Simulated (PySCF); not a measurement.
# cyclopentylacetylene (C₇H₁₀): geometry, NMR shifts, spin-spin couplings and electronic excitations

Aim: predict the NMR shifts, spin-spin couplings and electronic excitations of cyclopentylacetylene (C₇H₁₀) (`C#CC1CCCC1`).

The runs use PySCF 2.14.0, with density-fitted response routines of our own; the level of theory stands in each step. All values are computed, except where a source is named. Atoms are numbered from 0 throughout.

### Step 1. The molecule as given

17 atoms, charge 0, multiplicity 1; geometry from: GFN2-xTB.

Bonds of the start (Å): C0–C1 1.20, C1–C2 1.45, C2–C3 1.55, C3–C4 1.53, C4–C5 1.53, C5–C6 1.53, C6–C2 1.54, C0–H7 1.05, C2–H8 1.10, C3–H9 1.09, C3–H10 1.09, C4–H11 1.09, C4–H12 1.09, C5–H13 1.09, C5–H14 1.09, C6–H15 1.09, C6–H16 1.09.

### Step 2. Relaxing the molecule at PBE0-D3(BJ)/def2-SVP

What the job is given:

```
{"job": {"xc": "PBE0", "basis": "def2-SVP", "d3": "d3bj", "grid": 1, "kind": "geom"}, "charge": 0, "multiplicity": 1}
C      3.045462     0.664264    -0.180087
C      1.942765     0.436579     0.225439
C      0.602308     0.150530     0.692292
C     -0.433823     1.176466     0.166787
C     -1.401727     0.376400    -0.707942
C     -1.369087    -1.021810    -0.098970
C      0.113122    -1.227312     0.196641
H      4.014882     0.864777    -0.526551
H      0.616911     0.168952     1.787117
H     -0.968188     1.623425     1.006158
H      0.047530     1.979688    -0.390510
H     -2.401578     0.809033    -0.716698
H     -1.035387     0.336581    -1.735216
H     -1.769331    -1.782698    -0.767582
H     -1.944380    -1.039390     0.828741
H      0.293691    -2.009984     0.932285
H      0.639834    -1.493471    -0.721813
```

**Question.** This job is followed by: GIAO PBE0/pcSseg-1 NMR shielding, non-relativistic, gas phase; B3LYP/pcJ-1 indirect spin-spin coupling, non-relativistic, gas phase; TDDFT B3LYP/def2-SVPD, vertical, gas phase, core orbitals frozen in the response; GIAO HF/pcSseg-1 NMR shielding, non-relativistic, gas phase. What will the session give for the following? point group; rotational constants (main isotopes); ¹³C shifts against TMS (PBE0/pcSseg-1, means over atoms taken as alike); ¹H shifts against TMS (PBE0/pcSseg-1, means over atoms taken as alike); largest coupling of the table (B3LYP/pcJ-1); lowest singlet (B3LYP/def2-SVPD); brightest single state of those computed; lowest triplet; vertical ionisation energy (ΔSCF); range of the shift of C2.

**Answer**, as computed:

```
                                                               quantity                                   value
                                                            point group                                      C1
                                   rotational constants (main isotopes)                    5.74, 1.84, 1.58 GHz
¹³C shifts against TMS (PBE0/pcSseg-1, means over atoms taken as alike)        93.0, 73.5, 37.1, 30.2, 28.8 ppm
 ¹H shifts against TMS (PBE0/pcSseg-1, means over atoms taken as alike)  2.59, 1.94, 1.89, 1.58, 1.56, 1.36 ppm
                            largest coupling of the table (B3LYP/pcJ-1)                 ¹J(C,H) C0–H7, 270.8 Hz
                                       lowest singlet (B3LYP/def2-SVPD)             6.42 eV (193 nm), f = 0.004
                               brightest single state of those computed             state 7, 7.53 eV, f = 0.031
                                                         lowest triplet                                 5.35 eV
                                      vertical ionisation energy (ΔSCF)                                 9.60 eV
                                               range of the shift of C2                        22.0 to 28.8 ppm
```

What this shows: The optimisation took 5 steps and gained 0.060 eV; among the close pairs (by a distance rule), C0–H7 changed most, from 1.049 to 1.074 Å. No frequency check was run at this level, so the end point may be a saddle. At PBE0/pcSseg-1: Shielding is most anisotropic at C1 (span 316 ppm, paramagnetic term -167 ppm). Of the pairs tabulated at B3LYP/pcJ-1, C0–H7 couples most strongly (270.8 Hz; Fermi contact 271.3 Hz). Couplings across rotatable bonds belong to this one conformer; where others are populated, the observed values are averages. The lowest singlet, at 6.42 eV, is HOMO→LUMO 0.52, HOMO→LUMO+1 0.18 and is weak; of the 10 states computed, the strongest absorption comes from states 6 to 7 together at 7.53 eV. The lowest triplet lies 1.07 eV below the lowest singlet (triplets in Tamm-Dancoff, singlets in full TDDFT). The orbital energy would give 7.28 eV for ionisation, ΔSCF gives 9.60 eV. Across the 2 runs the shift of C2 moves most, between 22.0 (HF/pcSseg-1) and 28.8 ppm (PBE0/pcSseg-1).
